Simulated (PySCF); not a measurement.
# CH7Ge2NO: the cost of one run

Computed with PySCF 2.14.0, with density-fitted response routines of our own, on a single molecule in the gas phase. Atoms count from 0, in the outputs and in this text.

### 1 Starting geometry

12 atoms, charge 0, multiplicity 1; geometry from: GFN2-xTB. The atoms were then displaced at random by about 0.01 Å, so the start is not that level's minimum.

Bonds of the start (Å): O0–C1 1.21, C1–Ge2 2.00, Ge2–N3 1.78, N3–Ge4 1.85, C1–H5 1.12, Ge2–H6 1.51, Ge2–H7 1.52, N3–H8 1.03, Ge4–H9 1.48, Ge4–H10 1.52, Ge4–H11 1.50.

### 2 Geometry optimisation at PBE0-D3(BJ)/def2-SVP

The job: settings as JSON, then the geometry in Å.

```
{"job": {"xc": "PBE0", "basis": "def2-SVP", "d3": "d3bj", "grid": 1, "shake": 0.01, "kind": "geom"}, "charge": 0, "multiplicity": 1}
O      2.766790     1.091620    -0.962160
C      1.886460     0.815570    -0.184790
Ge     1.019980    -0.981990    -0.056900
N     -0.574340    -0.621210     0.651480
Ge    -1.828820     0.524540    -0.068570
H      1.496670     1.578340     0.535180
H      1.034290    -1.685510    -1.387860
H      1.706550    -1.897860     0.947310
H     -1.026500    -1.390720     1.173510
H     -2.497880    -0.008370    -1.282220
H     -2.859250     0.761820     1.017270
H     -1.084270     1.785500    -0.391290
```

Run with:

```
> OMP_NUM_THREADS=1 python probes_run.py task.json out
```

This one command runs all jobs of the session in turn.

**Question.** How long does this first job take on 1 thread of Arm Neoverse V1, shared host, and how much memory does it need?

About 2.7 min, with a peak of 0.54 GiB.
